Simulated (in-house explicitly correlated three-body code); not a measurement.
# N⁵⁺: exact states and exact Kohn–Sham parts

Aim: the lowest states of N⁵⁺ to near-exact accuracy, with their sizes and correlation, then the exact Kohn–Sham parts of the ground state and the errors of common functionals.

The numbers are computed with in-house explicitly correlated three-body code version 1 (two electrons, non-relativistic, variational in exponentially correlated functions), except any that are marked as measured or tabulated.

## (1) Starting point

* charge of the centre: +7
* mass of the centre: infinite
* interactions: Coulomb
* basis: 260 functions exp(−a r1 − b r2 − g r12) a state, exponent ranges optimised
* units: hartree and bohr; relativity and QED are left out

## (2) Input and results

Settings:

```ini
Z = 7.0
interaction_strength = 1.0
functions = 260
states_tried = 13
```

Launch:

```
$ python run_hyl.py task.json out
```

**Question.** What will these runs give? Wanted: ground-state energy; binding of the second electron; ⟨r12⟩, ⟨cos θ12⟩; resonance line 1 ¹S–2 ¹P; polarisability of the ground state; Ts, Ex, Ec; exact less Hartree–Fock.

**Answer**, as computed:

| quantity | value |
| --- | --- |
| ground-state energy | -44.78144510 hartree |
| binding of the second electron | 551.89 eV |
| ⟨r12⟩, ⟨cos θ12⟩ | 0.3348 bohr, -0.0189 |
| resonance line 1 ¹S–2 ¹P | 430.55 eV, f = 0.6742 |
| polarisability of the ground state | 0.0046555 bohr³ |
| Ts, Ex, Ec (Kohn–Sham) | 44.73778, -4.15225, -0.04528 hartree |
| exact less Hartree–Fock | -0.04528 hartree |

The second electron is bound by 551.9 eV, and the mean cosine of -0.019 shows the electrons leaning only slightly to opposite sides. The virial ratio −T/E is 1.0000000, where an exact Coulomb state gives 1. Exchange puts 2 ³S 6.59 eV under 2 ¹S. On the exact density SCAN errs least (-2.1 millihartree) and LDA PW92 most (+450.7). Self-consistent top levels of the semilocal functionals lie +35.8 to +44.5 eV from minus the binding energy, the exact Kohn–Sham level.
